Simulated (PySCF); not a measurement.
# C3H4GeO: the cost of one run

Computed with PySCF 2.14.0, with density-fitted response routines of our own, on a single molecule in the gas phase. Atoms are numbered from 0 throughout.

## 1. The starting structure

9 atoms, charge 0, multiplicity 1; geometry from: GFN2-xTB. The atoms were then displaced at random by about 0.01 Å, so the start is not that level's minimum.

Bonds of the start (Å): C0–C1 1.20, C1–C2 1.43, C2–O3 1.21, C2–Ge4 1.99, C0–H5 1.06, Ge4–H6 1.51, Ge4–H7 1.49, Ge4–H8 1.49.

## 2. Relaxing the molecule at PBE0-D3(BJ)/def2-SVP

Job settings and geometry (Å):

```
{"job": {"xc": "PBE0", "basis": "def2-SVP", "d3": "d3bj", "grid": 1, "shake": 0.01, "kind": "geom"}, "charge": 0, "multiplicity": 1}
C      2.157410     1.024960    -0.289150
C      1.373810     0.122110    -0.150590
C      0.372770    -0.886800     0.024500
O      0.644730    -2.067780     0.058190
Ge    -1.475430    -0.171090     0.240630
H      2.814640     1.845390    -0.424110
H     -1.545260     0.758200     1.426220
H     -1.859950     0.652120    -0.946090
H     -2.424910    -1.294250     0.453910
```

The run is started by

```console
$ OMP_NUM_THREADS=1 python probes_run.py task.json out
```

One launch serves the whole session: the jobs run in the order shown.

Q: Estimate the wall time and peak memory of this first job on 1 thread of Arm Neoverse V2, shared host.

About 23 s, with a peak of 0.44 GiB.
